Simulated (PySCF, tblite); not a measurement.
# C3H11OPSi2: geometry, infrared bands and NMR shifts

Aim: predict the infrared bands and NMR shifts of C3H11OPSi2 (`C[C@@H]([SiH2]P)[SiH2]C=O`).

Computed with tblite 0.8.0 and PySCF 2.14.0, with density-fitted response routines of our own, on a single molecule in the gas phase. Atoms are numbered from 0 throughout.

**1. The molecule as given**

18 atoms, charge 0, multiplicity 1; geometry from: force field or distance geometry start.

Bonds of the start (Å): C0–C1 1.52, C1–Si2 1.89, Si2–P3 2.22, C1–Si4 1.90, Si4–C5 1.87, C5–O6 1.22, C0–H7 1.10, C0–H8 1.09, C0–H9 1.10, C1–H10 1.10, Si2–H11 1.48, Si2–H12 1.48, P3–H13 1.42, P3–H14 1.42, Si4–H15 1.49, Si4–H16 1.49, C5–H17 1.10.

**2. Geometry optimisation with GFN2-xTB**

The job: settings as JSON, then the geometry in Å.

```
{"job": {"kind": "relax", "xc": "GFN2-xTB", "basis": "xTB"}, "charge": 0, "multiplicity": 1}
C     -0.336800     1.681800    -1.206700
C     -0.220100     0.300300    -0.579100
Si     1.184500     0.110600     0.672500
P      3.127000     0.249900    -0.393500
Si    -1.745300    -0.243500     0.416900
C     -1.776600    -2.074200     0.800000
O     -1.091300    -2.826800     0.120000
H     -1.187100     1.724900    -1.895800
H      0.558800     1.941700    -1.774400
H     -0.504400     2.470100    -0.452500
H     -0.075100    -0.434500    -1.377900
H      1.119500     1.205200     1.671200
H      1.145600    -1.179600     1.399700
H      3.082100    -1.027800    -1.009700
H      3.937400    -0.172000     0.694100
H     -2.945800     0.108900    -0.388400
H     -1.872700     0.576900     1.652500
H     -2.408400    -2.405600     1.639600
```

On the command line:

```console
> OMP_NUM_THREADS=1 python probes_run.py task.json out
```

The driver reads the jobs from task.json and runs them one after another.

**Question.** This job is followed by: GFN2-xTB harmonic vibrations, gas phase; GIAO PBE0/pcSseg-1 NMR shielding, non-relativistic, gas phase. Predict these results of the whole session: strongest single infrared mode (GFN2-xTB); zero-point energy (GFN2-xTB); 13C shifts against TMS (PBE0/pcSseg-1); 1H shifts against TMS (PBE0/pcSseg-1, means over atoms taken as alike); 29Si shifts against TMS (PBE0/pcSseg-1); 31P shifts against H3PO4 (PBE0/pcSseg-1); 17O shifts against H2O (PBE0/pcSseg-1); surface potential, 1st and 99th percentile.

As calculated:

```
                                                              quantity                                                value
                             strongest single infrared mode (GFN2-xTB)                                2218 cm⁻¹, 367 km/mol
                                          zero-point energy (GFN2-xTB)                                        76.9 kcal/mol
                                13C shifts against TMS (PBE0/pcSseg-1)                                247.0, 12.7, -1.2 ppm
1H shifts against TMS (PBE0/pcSseg-1, means over atoms taken as alike)  12.37, 5.09, 4.48, 4.26, 4.02, 1.34, 1.00, 0.20 ppm
                               29Si shifts against TMS (PBE0/pcSseg-1)                                     -38.4, -50.3 ppm
                              31P shifts against H3PO4 (PBE0/pcSseg-1)                                           -313.0 ppm
                                17O shifts against H2O (PBE0/pcSseg-1)                                            948.3 ppm
                                 surface potential, 1st and 99th percentile                                   -1.36 V and 1.27 V
```

Relaxing lowered the energy by 0.297 eV in 81 steps; the close pair that moved most is Si4–C5, from 1.871 to 1.918 Å. All 48 modes are real, so the xTB geometry is a minimum. The strongest single mode, at 2218 cm⁻¹, moves mainly H15. GFN2-xTB is a fitted tight-binding method: band positions and strengths are rough. Its intensities can rank the bands wrongly. At PBE0/pcSseg-1: The widest tensor belongs to O6: span 2109 ppm, with a paramagnetic part of -1016 ppm. At PBE0/pcSseg-1, counted by nearest atom on the grid, the HOMO lies on O6 47 %; H17 14 %, the LUMO on C5 43 %; O6 32 %.
